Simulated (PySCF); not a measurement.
**Se, Se+: ionisation energy in def2-TZVPPD**

Each state of selenium is computed at each level; their differences give the ionisation energy. How far do the methods differ?

Program: PySCF 2.14.0. Level of theory: unrestricted determinants in a Gaussian basis, no spin-orbit coupling in the energies. These are calculated values, not measurements, unless marked.

### 1 The system

| Property | Result |
| --- | --- |
| Element | selenium (Z = 34) |
| Basis | def2-TZVPPD (7s6p5d1f, 57 functions) |
| Hamiltonian | the non-relativistic Hamiltonian (point nucleus) |
| State 1 | Se: [Ar] 3d10 4s2 4p4, high-spin 3P determinant |
| State 2 | Se+: [Ar] 3d10 4s2 4p3, high-spin 4S determinant |
| Methods | CCSD(T) |
| Core shells frozen in the correlated runs | valence and next inner shell: [Ne] (for Se) |

Outer shells as boxes (Hund's rule):

Se [Ar] 3d10 4s2 4p4
```
[Ar] core
3d [↑↓][↑↓][↑↓][↑↓][↑↓]
4s [↑↓]
4p [↑↓][↑ ][↑ ]
```

Se+ [Ar] 3d10 4s2 4p3
```
[Ar] core
3d [↑↓][↑↓][↑↓][↑↓][↑↓]
4s [↑↓]
4p [↑ ][↑ ][↑ ]
```

One driver process ran all states and methods and kept the integrals in memory. Each run is shown as a PySCF script that sums up its settings (the driver passes frozen orbitals as a list and adds second-order terms of double hybrids); the logs are those of the runs themselves. The driver starts from symmetry-adapted Hartree-Fock orbitals, holds the occupation by maximum overlap and uses a logarithmic radial grid for functionals, so a plain start would take other cycles.

The integrals over 57 functions and the set-up took 0.41 s of CPU time.

### 2 Se, at CCSD(T) (valence and next inner shell)

CCSD(T) (valence and next inner shell):

input.py reads:

```python
from pyscf import gto, scf, dft, mp, cc
import basis_set_exchange as bse
mol = gto.M(atom="Se 0 0 0", charge=0, spin=2, symmetry="D2h",
            basis=gto.basis.parse(bse.get_basis("def2-TZVPPD", elements=["Se"], fmt="nwchem")))
mf = scf.UHF(mol)
mf.irrep_nelec = {'Ag': (6, 6), 'B1g': (1, 1), 'B2g': (1, 1), 'B3g': (1, 1), 'B1u': (3, 2), 'B2u': (3, 3), 'B3u': (3, 2)}
mf.kernel()
mycc = cc.CCSD(mf, frozen=5).run()
mycc.ccsd_t()
```

The log of the run:

```text
CC2 = 0
CCSD nocc = (np.int64(13), np.int64(11)), nmo = (52, 52)
frozen orbitals [[0, 1, 2, 3, 4], [0, 1, 2, 3, 4]]
max_cycle = 100
direct = 0
conv_tol = 1e-08
conv_tol_normt = 1e-06
diis_space = 8
diis_start_cycle = 0
Init t2, MP2 energy = -0.284977062063633
Init E_corr(UCCSD) = -0.284977062063906
cycle = 1  E_corr(UCCSD) = -0.277995722062076  dE = 0.00698134  norm(t1,t2) = 0.0513801
cycle = 2  E_corr(UCCSD) = -0.28667416624776  dE = -0.00867844419  norm(t1,t2) = 0.0149624
cycle = 3  E_corr(UCCSD) = -0.286245190296778  dE = 0.000428975951  norm(t1,t2) = 0.00556218
cycle = 4  E_corr(UCCSD) = -0.287034646813673  dE = -0.000789456517  norm(t1,t2) = 0.00212563
cycle = 5  E_corr(UCCSD) = -0.2869995302336  dE = 3.51165801e-05  norm(t1,t2) = 0.00043765
cycle = 6  E_corr(UCCSD) = -0.286986513566253  dE = 1.30166673e-05  norm(t1,t2) = 0.000140422
cycle = 7  E_corr(UCCSD) = -0.286993134027835  dE = -6.62046158e-06  norm(t1,t2) = 5.28101e-05
cycle = 8  E_corr(UCCSD) = -0.286993169812586  dE = -3.57847503e-08  norm(t1,t2) = 1.41651e-05
cycle = 9  E_corr(UCCSD) = -0.286992790027464  dE = 3.79785122e-07  norm(t1,t2) = 3.59745e-06
cycle = 10  E_corr(UCCSD) = -0.286992891557244  dE = -1.0152978e-07  norm(t1,t2) = 1.01979e-06
cycle = 11  E_corr(UCCSD) = -0.286992867202789  dE = 2.43544554e-08  norm(t1,t2) = 2.89283e-07
cycle = 12  E_corr(UCCSD) = -0.286992865803743  dE = 1.39904544e-09  norm(t1,t2) = 6.49264e-08
UCCSD converged
E(UCCSD) = -2400.114595490962  E_corr = -0.2869928658037431
UCCSD(T) correction = -0.00825724992446603
```

It used 42 s of CPU time after the integrals (shared host).

CCSD correlation -0.28699 hartree, triples -0.00826; total -2400.122853. T1 = 0.006, largest double amplitude 0.037.

### 3 Se+, at CCSD(T) (valence and next inner shell)

CCSD(T) (valence and next inner shell):

input.py reads:

```python
from pyscf import gto, scf, dft, mp, cc
import basis_set_exchange as bse
mol = gto.M(atom="Se 0 0 0", charge=1, spin=3, symmetry="D2h",
            basis=gto.basis.parse(bse.get_basis("def2-TZVPPD", elements=["Se"], fmt="nwchem")))
mf = scf.UHF(mol)
mf.irrep_nelec = {'Ag': (6, 6), 'B1g': (1, 1), 'B2g': (1, 1), 'B3g': (1, 1), 'B1u': (3, 2), 'B2u': (3, 2), 'B3u': (3, 2)}
mf.kernel()
mycc = cc.CCSD(mf, frozen=5).run()
mycc.ccsd_t()
```

The log of the run:

```text
CC2 = 0
CCSD nocc = (np.int64(13), np.int64(10)), nmo = (52, 52)
frozen orbitals [[0, 1, 2, 3, 4], [0, 1, 2, 3, 4]]
max_cycle = 100
direct = 0
conv_tol = 1e-08
conv_tol_normt = 1e-06
diis_space = 8
diis_start_cycle = 0
Init t2, MP2 energy = -0.258939769346765
Init E_corr(UCCSD) = -0.258939769365641
cycle = 1  E_corr(UCCSD) = -0.250458007518849  dE = 0.00848176185  norm(t1,t2) = 0.0443279
cycle = 2  E_corr(UCCSD) = -0.257868170130501  dE = -0.00741016261  norm(t1,t2) = 0.0111897
cycle = 3  E_corr(UCCSD) = -0.257238839525305  dE = 0.000629330605  norm(t1,t2) = 0.00345762
cycle = 4  E_corr(UCCSD) = -0.257701417516568  dE = -0.000462577991  norm(t1,t2) = 0.00118878
cycle = 5  E_corr(UCCSD) = -0.25769332915556  dE = 8.08836101e-06  norm(t1,t2) = 0.000156842
cycle = 6  E_corr(UCCSD) = -0.257688317160716  dE = 5.01199484e-06  norm(t1,t2) = 2.27495e-05
cycle = 7  E_corr(UCCSD) = -0.257688749990421  dE = -4.32829705e-07  norm(t1,t2) = 6.42537e-06
cycle = 8  E_corr(UCCSD) = -0.257688861948585  dE = -1.11958163e-07  norm(t1,t2) = 1.66367e-06
cycle = 9  E_corr(UCCSD) = -0.257688817747967  dE = 4.42006181e-08  norm(t1,t2) = 3.26322e-07
cycle = 10  E_corr(UCCSD) = -0.257688821078007  dE = -3.33003997e-09  norm(t1,t2) = 6.62506e-08
UCCSD converged
E(UCCSD) = -2399.769763320907  E_corr = -0.2576888210780067
UCCSD(T) correction = -0.00699141145420617
```

CPU time 35 s on a shared host, the integrals not counted.

CCSD correlation -0.25769 hartree, triples -0.00699; total -2399.776755. T1 = 0.004, largest double amplitude 0.039.

### 4 The energy differences

Ionisation energy: Se [Ar] 3d10 4s2 4p4 (3P) → Se+ [Ar] 3d10 4s2 4p3 (4S).

```csv
method,value (eV),less the reference (eV)
UHF,8.586,-1.049
MP2 (valence and next inner shell),9.294,-0.341
SCS-MP2 (valence and next inner shell),9.341,-0.294
CCSD (valence and next inner shell),9.383,-0.252
CCSD(T) (valence and next inner shell),9.418,-0.217
```

Reference: 9.635 eV (measured; NIST levels, between the centres of gravity of the two terms). The calculation is non-relativistic, which matters at this Z. Errors of the correlated levels include the incompleteness of this basis.

The runs at UHF, MP2 (valence and next inner shell) are not shown; their differences are listed all the same.

### 5 What came out

| quantity | value |
| --- | --- |
| ionisation energy, Se | UHF 8.586, CCSD(T) (valence and next inner shell) 9.418 eV; reference 9.635 |

Accuracy by level (over 1 difference):

```csv
method,mean absolute miss against CCSD(T) (valence and next inner shell) (eV)
UHF,0.832
MP2 (valence and next inner shell),0.123
SCS-MP2 (valence and next inner shell),0.077
CCSD (valence and next inner shell),0.034
CCSD(T) (valence and next inner shell),0.000
```

What this shows: The methods span 0.832 eV, from UHF (8.586) to CCSD(T) (valence and next inner shell) (9.418). The reference is uncertain or not like for like (spin-orbit coupling or other relativistic terms), so no ranking of close methods is drawn. All values hold for this basis alone; no basis-set limit was taken.
